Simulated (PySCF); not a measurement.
# C₂H₈GaNSi: core binding energies at several levels of theory, part 2 of 3

PySCF 2.14.0. Atoms count from 0. The steps go on from the part before.

### Step 5. Core holes by ΔSCF: PBE, X2C

Job settings and geometry (Å):

```
{"job": {"kind": "xps", "xc": "PBE"}, "charge": 0, "multiplicity": 1}
C      3.195090    -0.078099    -0.412325
C      2.000793    -0.600963    -0.100397
Ga     0.350689     0.383897    -0.408116
N     -1.233853    -0.411875     0.070829
Si    -2.847203     0.222618    -0.041772
H      4.137358    -0.613318    -0.240536
H      3.293903     0.918827    -0.859336
H      1.986838    -1.604825     0.344605
H      0.279634     1.814067    -1.032595
H     -1.151369    -1.342247     0.474333
H     -2.754753     1.584918    -0.646619
H     -3.515551     0.334262     1.295957
H     -3.739691    -0.625313    -0.897520
```

With the program's defaults for keys left out, this is: delta-SCF UKS PBE, pcX-2 on the ionised atom, pcseg-1 elsewhere, spin-free X2C.

The program printed:

```text
ground state, core basis on atom 0 (C), 158 functions
  cycle   1  E = -2364.90958535  |g| = 6.53e-01
  cycle   2  E = -2364.48365942  |g| = 1.40e+00
  cycle   3  E = -2364.99160834  |g| = 2.97e-01
  cycle   4  E = -2365.01568599  |g| = 6.77e-02
  cycle   5  E = -2365.01688162  |g| = 2.43e-02
  cycle   6  E = -2365.01701562  |g| = 1.57e-02
  cycle   7  E = -2365.01707960  |g| = 2.81e-03
  cycle   8  E = -2365.01708269  |g| = 3.41e-04
  E(ground) = -2365.02121982 Eh
hole in C 1s of atom 0
  cycle   1  E = -2353.79583847  |g| = 1.52e+00
  cycle   2  E = -2350.66588216  |g| = 2.59e+00
  cycle   3  E = -2353.94230492  |g| = 8.31e-01
  cycle   4  E = -2353.56011469  |g| = 1.14e+00
  cycle   5  E = -2354.33157382  |g| = 2.53e-01
  cycle   6  E = -2354.34267308  |g| = 2.45e-01
  cycle   7  E = -2354.36327390  |g| = 1.11e-01
  cycle   8  E = -2354.37397118  |g| = 1.86e-02
  cycle   9  E = -2354.37410453  |g| = 9.77e-03
  cycle  10  E = -2354.37418447  |g| = 1.95e-03
  cycle  11  E = -2354.37418486  |g| = 4.15e-04
  E(ion) = -2354.37829971 Eh   <S^2> = 0.7774   hole on atom = 1.000   binding energy = 289.609 eV
ground state, core basis on atom 1 (C), 158 functions
  cycle   1  E = -2365.01784860  |g| = 7.40e-02
  cycle   2  E = -2365.01702718  |g| = 5.92e-02
  cycle   3  E = -2365.01659645  |g| = 7.08e-02
  cycle   4  E = -2365.01798020  |g| = 5.23e-03
  cycle   5  E = -2365.01798918  |g| = 8.37e-04
  cycle   6  E = -2365.01798822  |g| = 5.20e-04
  cycle   7  E = -2365.01798891  |g| = 1.05e-04
  E(ground) = -2365.02215729 Eh
hole in C 1s of atom 1
  cycle   1  E = -2353.80509614  |g| = 1.53e+00
  cycle   2  E = -2351.03432704  |g| = 2.44e+00
  cycle   3  E = -2353.98910419  |g| = 7.83e-01
  cycle   4  E = -2354.04650978  |g| = 7.99e-01
  cycle   5  E = -2354.36041432  |g| = 2.23e-01
  cycle   6  E = -2354.37835197  |g| = 1.44e-01
  cycle   7  E = -2354.38766394  |g| = 4.88e-02
  cycle   8  E = -2354.38904407  |g| = 4.32e-03
  cycle   9  E = -2354.38906207  |g| = 2.32e-03
  cycle  10  E = -2354.38906832  |g| = 1.01e-03
  cycle  11  E = -2354.38907089  |g| = 3.85e-04
  E(ion) = -2354.39320063 Eh   <S^2> = 0.7750   hole on atom = 1.000   binding energy = 289.229 eV
ground state, core basis on atom 3 (N), 158 functions
  cycle   1  E = -2365.03008194  |g| = 9.44e-02
  cycle   2  E = -2365.02867359  |g| = 8.45e-02
  cycle   3  E = -2365.02879721  |g| = 8.18e-02
  cycle   4  E = -2365.03034210  |g| = 7.49e-03
  cycle   5  E = -2365.03035990  |g| = 1.06e-03
  cycle   6  E = -2365.03035969  |g| = 4.55e-04
  E(ground) = -2365.03440446 Eh
hole in N 1s of atom 3
  cycle   1  E = -2349.49493875  |g| = 1.89e+00
  cycle   2  E = -2346.05903224  |g| = 2.87e+00
  cycle   3  E = -2349.18433835  |g| = 1.30e+00
  cycle   4  E = -2350.16628067  |g| = 3.09e-01
  cycle   5  E = -2350.20049999  |g| = 2.01e-01
  cycle   6  E = -2350.22217273  |g| = 7.44e-02
  cycle   7  E = -2350.22405325  |g| = 4.38e-02
  cycle   8  E = -2350.22512344  |g| = 6.92e-03
  cycle   9  E = -2350.22515349  |g| = 1.29e-03
  cycle  10  E = -2350.22515436  |g| = 5.22e-04
  cycle  11  E = -2350.22515323  |g| = 1.31e-04
  E(ion) = -2350.22936477 Eh   <S^2> = 0.7597   hole on atom = 1.000   binding energy = 402.866 eV
ground state, core basis on atom 4 (Si), 169 functions
  cycle   1  E = -2365.08602786  |g| = 2.70e-01
  cycle   2  E = -2365.08488895  |g| = 9.24e-02
  cycle   3  E = -2365.08003507  |g| = 1.67e-01
  cycle   4  E = -2365.08638528  |g| = 2.48e-02
  cycle   5  E = -2365.08651853  |g| = 3.68e-03
  cycle   6  E = -2365.08652488  |g| = 1.87e-03
  cycle   7  E = -2365.08652542  |g| = 4.31e-04
  E(ground) = -2365.09054900 Eh
hole in Si 1s of atom 4
  cycle   1  E = -2296.26346954  |g| = 4.42e+00
  cycle   2  E = -2291.15469690  |g| = 3.13e+00
  cycle   3  E = -2263.96074234  |g| = 5.16e+00
  cycle   4  E = -2293.82265222  |g| = 1.67e+00
  cycle   5  E = -2296.99770833  |g| = 7.69e-01
  cycle   6  E = -2297.19414036  |g| = 5.77e-01
  cycle   7  E = -2297.34173846  |g| = 1.09e-01
  cycle   8  E = -2297.34694417  |g| = 5.11e-02
  cycle   9  E = -2297.34799837  |g| = 2.82e-02
  cycle  10  E = -2297.34846050  |g| = 8.77e-03
  cycle  11  E = -2297.34850813  |g| = 1.68e-03
  cycle  12  E = -2297.34850311  |g| = 3.53e-04
  E(ion) = -2297.35251842 Eh   <S^2> = 0.7514   hole on atom = 1.000   binding energy = 1843.246 eV
hole in Si 2p of atom 4
  cycle   1  E = -2360.85112230  |g| = 1.23e+00
  cycle   2  E = -2358.76508232  |g| = 1.75e+00
  cycle   3  E = -2358.57097026  |g| = 1.63e+00
  cycle   4  E = -2361.08379671  |g| = 4.09e-01
  cycle   5  E = -2361.13071940  |g| = 3.20e-01
  cycle   6  E = -2361.17581737  |g| = 9.53e-02
  cycle   7  E = -2361.17935696  |g| = 5.79e-02
  cycle   8  E = -2361.18091701  |g| = 2.97e-02
  cycle   9  E = -2361.18138872  |g| = 5.18e-03
  cycle  10  E = -2361.18140852  |g| = 9.82e-04
  cycle  11  E = -2361.18140904  |g| = 2.01e-04
  E(ion) = -2361.18545245 Eh   <S^2> = 0.7516   hole on atom = 1.002   binding energy = 106.263 eV
  2p3/2 = 106.040 eV   2p1/2 = 106.663 eV
```

Run time: 24 s. Hardware: 1 thread of Arm Neoverse V1, shared host; peak memory 0.54 GiB.

Binding energies by hole, beside the orbital energy of the ground state; the difference holds orbital relaxation and, for a density functional, its self-interaction error:

```tsv
hole	stands for	environment	ΔSCF (eV; 2p as the shell's mean)	−ε (eV)	⟨S²⟩
C1s on C0	C0	terminal =CH2 carbon	289.61	269.5	0.777
C1s on C1	C1	alkene CH	289.23	269.2	0.775
N1s on N3	N3	nitrogen bonded to Ga, Si, H	402.87	380.3	0.760
Si1s on Si4	Si4	silicon bonded to N, 3 H	1843.25	1783.5	0.751
Si2p on Si4	Si4	silicon bonded to N, 3 H	106.25	94.0	0.752
```

With the spin-orbit splitting: Si4 2p3/2 106.04, 2p1/2 106.66 eV. The table gives each 2p level as the mean over the whole 2p shell (two parts 2p3/2, one part 2p1/2), which differs a little from the single hole in the log.

### Step 6. X-ray photoelectron lines: HF, X2C

Settings changed since step 5:

```diff
@@ -1,2 +1,2 @@
-{"job": {"kind": "xps", "xc": "PBE"}, "charge": 0, "multiplicity": 1}
+{"job": {"kind": "xps", "xc": "HF"}, "charge": 0, "multiplicity": 1}
 C      3.195090    -0.078099    -0.412325
```

With the program's defaults for keys left out, this is: delta-SCF UKS HF, pcX-2 on the ionised atom, pcseg-1 elsewhere, spin-free X2C.

The program printed:

```text
ground state, core basis on atom 0 (C), 158 functions
  cycle   1  E = -2362.42745819  |g| = 3.82e-01
  cycle   2  E = -2362.48138768  |g| = 1.47e-01
  cycle   3  E = -2362.48739996  |g| = 7.50e-02
  cycle   4  E = -2362.48897088  |g| = 6.79e-03
  cycle   5  E = -2362.48899531  |g| = 2.03e-03
  cycle   6  E = -2362.48899788  |g| = 8.31e-04
  cycle   7  E = -2362.48899822  |g| = 2.05e-04
  E(ground) = -2362.48899822 Eh
hole in C 1s of atom 0
  cycle   1  E = -2351.23615824  |g| = 1.49e+00
  cycle   2  E = -2351.55263590  |g| = 8.77e-01
  cycle   3  E = -2351.80660231  |g| = 1.26e-01
  cycle   4  E = -2351.81515254  |g| = 3.92e-02
  cycle   5  E = -2351.81658603  |g| = 2.29e-02
  cycle   6  E = -2351.81815643  |g| = 1.54e-02
  cycle   7  E = -2351.81928248  |g| = 1.20e-02
  cycle   8  E = -2351.82010105  |g| = 9.31e-03
  cycle   9  E = -2351.82080680  |g| = 4.32e-03
  cycle  10  E = -2351.82094309  |g| = 1.15e-03
  cycle  11  E = -2351.82094669  |g| = 4.48e-04
  E(ion) = -2351.82094669 Eh   <S^2> = 0.9555   hole on atom = 1.000   binding energy = 290.292 eV
ground state, core basis on atom 1 (C), 158 functions
  cycle   1  E = -2362.49180147  |g| = 2.75e-02
  cycle   2  E = -2362.49188510  |g| = 5.44e-03
  cycle   3  E = -2362.49189105  |g| = 3.14e-03
  cycle   4  E = -2362.49189341  |g| = 2.82e-04
  E(ground) = -2362.49189341 Eh
hole in C 1s of atom 1
  cycle   1  E = -2351.26131018  |g| = 1.49e+00
  cycle   2  E = -2351.55514271  |g| = 9.15e-01
  cycle   3  E = -2351.83617622  |g| = 1.32e-01
  cycle   4  E = -2351.84461060  |g| = 3.61e-02
  cycle   5  E = -2351.84580877  |g| = 2.15e-02
  cycle   6  E = -2351.84713123  |g| = 1.63e-02
  cycle   7  E = -2351.84815517  |g| = 1.35e-02
  cycle   8  E = -2351.84927986  |g| = 1.05e-02
  cycle   9  E = -2351.85032520  |g| = 4.84e-03
  cycle  10  E = -2351.85050189  |g| = 1.39e-03
  cycle  11  E = -2351.85051091  |g| = 4.07e-04
  E(ion) = -2351.85051091 Eh   <S^2> = 0.9770   hole on atom = 1.000   binding energy = 289.567 eV
ground state, core basis on atom 3 (N), 158 functions
  cycle   1  E = -2362.50502351  |g| = 3.72e-02
  cycle   2  E = -2362.50521049  |g| = 9.97e-03
  cycle   3  E = -2362.50523086  |g| = 5.02e-03
  cycle   4  E = -2362.50523667  |g| = 6.38e-04
  cycle   5  E = -2362.50523683  |g| = 2.39e-04
  E(ground) = -2362.50523683 Eh
hole in N 1s of atom 3
  cycle   1  E = -2346.96778176  |g| = 1.85e+00
  cycle   2  E = -2347.36877729  |g| = 1.08e+00
  cycle   3  E = -2347.68575396  |g| = 1.10e-01
  cycle   4  E = -2347.69014915  |g| = 2.18e-02
  cycle   5  E = -2347.69072984  |g| = 1.19e-02
  cycle   6  E = -2347.69094865  |g| = 5.11e-03
  cycle   7  E = -2347.69098827  |g| = 1.75e-03
  cycle   8  E = -2347.69099293  |g| = 6.36e-04
  cycle   9  E = -2347.69099336  |g| = 2.57e-04
  E(ion) = -2347.69099336 Eh   <S^2> = 0.7788   hole on atom = 1.000   binding energy = 403.116 eV
ground state, core basis on atom 4 (Si), 169 functions
  cycle   1  E = -2362.56017968  |g| = 7.63e-02
  cycle   2  E = -2362.56045661  |g| = 1.72e-02
  cycle   3  E = -2362.56049855  |g| = 9.28e-03
  cycle   4  E = -2362.56051778  |g| = 9.32e-04
  cycle   5  E = -2362.56051816  |g| = 2.57e-04
  E(ground) = -2362.56051816 Eh
hole in Si 1s of atom 4
  cycle   1  E = -2293.62089580  |g| = 4.32e+00
  cycle   2  E = -2294.56813608  |g| = 9.98e-01
  cycle   3  E = -2294.66297562  |g| = 8.76e-02
  cycle   4  E = -2294.66507697  |g| = 2.68e-02
  cycle   5  E = -2294.66542282  |g| = 8.29e-03
  cycle   6  E = -2294.66547848  |g| = 3.21e-03
  cycle   7  E = -2294.66549748  |g| = 1.58e-03
  cycle   8  E = -2294.66550423  |g| = 6.26e-04
  cycle   9  E = -2294.66550526  |g| = 3.07e-04
  E(ion) = -2294.66550526 Eh   <S^2> = 0.7545   hole on atom = 1.000   binding energy = 1847.517 eV
hole in Si 2p of atom 4
  cycle   1  E = -2358.33487077  |g| = 1.20e+00
  cycle   2  E = -2358.62235666  |g| = 3.90e-01
  cycle   3  E = -2358.64978889  |g| = 3.33e-02
  cycle   4  E = -2358.65040259  |g| = 1.55e-02
  cycle   5  E = -2358.65058956  |g| = 7.55e-03
  cycle   6  E = -2358.65066896  |g| = 3.80e-03
  cycle   7  E = -2358.65070442  |g| = 1.50e-03
  cycle   8  E = -2358.65071053  |g| = 5.20e-04
  cycle   9  E = -2358.65071113  |g| = 2.32e-04
  E(ion) = -2358.65071113 Eh   <S^2> = 0.7607   hole on atom = 1.002   binding energy = 106.391 eV
  2p3/2 = 106.184 eV   2p1/2 = 106.779 eV
```

Run time: 37 s. Hardware: 1 thread of Arm Neoverse V1, shared host; peak memory 0.75 GiB.

The holes in one table. −ε is the ground-state orbital energy:

```tsv
hole	stands for	environment	ΔSCF (eV; 2p as the shell's mean)	−ε (eV)	⟨S²⟩
C1s on C0	C0	terminal =CH2 carbon	290.29 (doubtful)	306.2	0.955
C1s on C1	C1	alkene CH	289.57 (doubtful)	305.6	0.977
N1s on N3	N3	nitrogen bonded to Ga, Si, H	403.12	422.8	0.779
Si1s on Si4	Si4	silicon bonded to N, 3 H	1847.52	1875.9	0.754
Si2p on Si4	Si4	silicon bonded to N, 3 H	106.38	115.0	0.761
```

Doubtful: the ion did not converge, its hole moved, or its ⟨S²⟩ is well above 0.75.

With the spin-orbit splitting: Si4 2p3/2 106.18, 2p1/2 106.78 eV. The table gives each 2p level as the mean over the whole 2p shell (two parts 2p3/2, one part 2p1/2), which differs a little from the single hole in the log.

### Step 7. Core-electron binding energies: SCAN, X2C

Settings changed since step 6:

```diff
@@ -1,2 +1,2 @@
-{"job": {"kind": "xps", "xc": "HF"}, "charge": 0, "multiplicity": 1}
+{"job": {"kind": "xps", "basis": "pcX-1"}, "charge": 0, "multiplicity": 1}
 C      3.195090    -0.078099    -0.412325
```

Level: delta-SCF UKS SCAN, pcX-1 on the ionised atom, pcseg-1 elsewhere, spin-free X2C.

The program printed:

```text
ground state, core basis on atom 0 (C), 137 functions
  cycle   1  E = -2365.37414794  |g| = 6.15e-01
  cycle   2  E = -2365.11906891  |g| = 1.14e+00
  cycle   3  E = -2365.45211904  |g| = 2.23e-01
  cycle   4  E = -2365.46612753  |g| = 4.77e-02
  cycle   5  E = -2365.46676703  |g| = 1.41e-02
  cycle   6  E = -2365.46683076  |g| = 4.67e-03
  cycle   7  E = -2365.46683641  |g| = 3.33e-03
  cycle   8  E = -2365.46683579  |g| = 3.78e-04
  E(ground) = -2365.76229597 Eh
hole in C 1s of atom 0
  cycle   1  E = -2354.21022280  |g| = 1.50e+00
  cycle   2  E = -2352.30786569  |g| = 2.10e+00
  cycle   3  E = -2354.36826072  |g| = 8.40e-01
  cycle   4  E = -2354.68804707  |g| = 4.62e-01
  cycle   5  E = -2354.78185762  |g| = 1.48e-01
  cycle   6  E = -2354.78780125  |g| = 8.45e-02
  cycle   7  E = -2354.79300576  |g| = 1.22e-02
  cycle   8  E = -2354.79309311  |g| = 8.30e-03
  cycle   9  E = -2354.79316145  |g| = 3.07e-03
  cycle  10  E = -2354.79318059  |g| = 1.74e-03
  cycle  11  E = -2354.79318820  |g| = 6.63e-04
  cycle  12  E = -2354.79318938  |g| = 3.23e-04
  E(ion) = -2355.08784908 Eh   <S^2> = 0.8022   hole on atom = 1.000   binding energy = 290.466 eV
ground state, core basis on atom 1 (C), 137 functions
  cycle   1  E = -2365.46636114  |g| = 5.90e-02
  cycle   2  E = -2365.46286641  |g| = 1.26e-01
  cycle   3  E = -2365.46721196  |g| = 5.71e-03
  cycle   4  E = -2365.46722262  |g| = 2.97e-03
  cycle   5  E = -2365.46722433  |g| = 1.30e-03
  cycle   6  E = -2365.46722551  |g| = 4.18e-04
  E(ground) = -2365.76260475 Eh
hole in C 1s of atom 1
  cycle   1  E = -2354.22172274  |g| = 1.51e+00
  cycle   2  E = -2351.89077199  |g| = 2.18e+00
  cycle   3  E = -2354.42033363  |g| = 7.72e-01
  cycle   4  E = -2354.70025691  |g| = 4.66e-01
  cycle   5  E = -2354.79258686  |g| = 1.80e-01
  cycle   6  E = -2354.80637775  |g| = 6.88e-02
  cycle   7  E = -2354.80903474  |g| = 1.75e-02
  cycle   8  E = -2354.80929755  |g| = 6.67e-03
  cycle   9  E = -2354.80939248  |g| = 4.15e-03
  cycle  10  E = -2354.80943696  |g| = 2.91e-03
  cycle  11  E = -2354.80946594  |g| = 1.77e-03
  cycle  12  E = -2354.80948101  |g| = 6.84e-04
  cycle  13  E = -2354.80947975  |g| = 4.16e-04
  E(ion) = -2355.10392183 Eh   <S^2> = 0.8188   hole on atom = 1.000   binding energy = 290.038 eV
ground state, core basis on atom 3 (N), 137 functions
  cycle   1  E = -2365.46783644  |g| = 5.17e-02
  cycle   2  E = -2365.46562546  |g| = 1.05e-01
  cycle   3  E = -2365.46842104  |g| = 6.75e-03
  cycle   4  E = -2365.46842891  |g| = 4.74e-03
  cycle   5  E = -2365.46843640  |g| = 5.67e-04
  cycle   6  E = -2365.46843503  |g| = 3.26e-04
  E(ground) = -2365.76145622 Eh
hole in N 1s of atom 3
  cycle   1  E = -2349.90206073  |g| = 1.87e+00
  cycle   2  E = -2349.09274903  |g| = 2.14e+00
  cycle   3  E = -2350.55095871  |g| = 4.34e-01
  cycle   4  E = -2350.58832803  |g| = 2.49e-01
  cycle   5  E = -2350.62587157  |g| = 8.66e-02
  cycle   6  E = -2350.62969027  |g| = 3.86e-02
  cycle   7  E = -2350.63049733  |g| = 6.62e-03
  cycle   8  E = -2350.63052128  |g| = 2.41e-03
  cycle   9  E = -2350.63052681  |g| = 5.53e-04
  cycle  10  E = -2350.63052556  |g| = 1.87e-04
  E(ion) = -2350.92349513 Eh   <S^2> = 0.7664   hole on atom = 1.000   binding energy = 403.761 eV
ground state, core basis on atom 4 (Si), 149 functions
  cycle   1  E = -2365.56491578  |g| = 1.86e-01
  cycle   2  E = -2365.56367080  |g| = 8.73e-02
  cycle   3  E = -2365.56202739  |g| = 1.16e-01
  cycle   4  E = -2365.56539389  |g| = 8.93e-03
  cycle   5  E = -2365.56540173  |g| = 2.25e-03
  cycle   6  E = -2365.56540529  |g| = 6.10e-04
  cycle   7  E = -2365.56540123  |g| = 1.76e-04
  E(ground) = -2365.81899921 Eh
hole in Si 1s of atom 4
  cycle   1  E = -2296.63999954  |g| = 4.35e+00
  cycle   2  E = -2295.10808552  |g| = 2.37e+00
  cycle   3  E = -2285.17908688  |g| = 3.50e+00
  cycle   4  E = -2297.48293230  |g| = 5.70e-01
  cycle   5  E = -2297.63157617  |g| = 3.34e-01
  cycle   6  E = -2297.67927298  |g| = 1.45e-01
  cycle   7  E = -2297.69126316  |g| = 3.95e-02
  cycle   8  E = -2297.69211530  |g| = 1.49e-02
  cycle   9  E = -2297.69221539  |g| = 7.57e-03
  cycle  10  E = -2297.69224454  |g| = 2.64e-03
  cycle  11  E = -2297.69224752  |g| = 7.82e-04
  cycle  12  E = -2297.69224621  |g| = 1.54e-04
  E(ion) = -2297.95419744 Eh   <S^2> = 0.7521   hole on atom = 1.000   binding energy = 1846.695 eV
hole in Si 2p of atom 4
  cycle   1  E = -2361.29671318  |g| = 1.23e+00
  cycle   2  E = -2359.56408527  |g| = 1.50e+00
  cycle   3  E = -2359.04320277  |g| = 1.62e+00
  cycle   4  E = -2361.52745686  |g| = 3.66e-01
  cycle   5  E = -2361.57906381  |g| = 2.58e-01
  cycle   6  E = -2361.61110646  |g| = 8.38e-02
  cycle   7  E = -2361.61408045  |g| = 5.43e-02
  cycle   8  E = -2361.61562048  |g| = 2.88e-02
  cycle   9  E = -2361.61608610  |g| = 4.61e-03
  cycle  10  E = -2361.61610097  |g| = 1.00e-03
  cycle  11  E = -2361.61609973  |g| = 3.00e-04
  E(ion) = -2361.88093235 Eh   <S^2> = 0.7514   hole on atom = 1.002   binding energy = 107.160 eV
  2p3/2 = 106.930 eV   2p1/2 = 107.551 eV
```

Run time: 32 s. Hardware: 1 thread of Arm Neoverse V1, shared host; peak memory 0.5 GiB.

Binding energies by hole, beside the orbital energy of the ground state; the difference holds orbital relaxation and, for a density functional, its self-interaction error:

```tsv
hole	stands for	environment	ΔSCF (eV; 2p as the shell's mean)	−ε (eV)	⟨S²⟩
C1s on C0	C0	terminal =CH2 carbon	290.47	273.9	0.802
C1s on C1	C1	alkene CH	290.04	273.6	0.819
N1s on N3	N3	nitrogen bonded to Ga, Si, H	403.76	385.4	0.766
Si1s on Si4	Si4	silicon bonded to N, 3 H	1846.70	1793.4	0.752
Si2p on Si4	Si4	silicon bonded to N, 3 H	107.14	96.2	0.751
```

With the spin-orbit splitting: Si4 2p3/2 106.93, 2p1/2 107.55 eV. The table gives each 2p level as the mean over the whole 2p shell (two parts 2p3/2, one part 2p1/2), which differs a little from the single hole in the log.

[end of part 2 of 3]
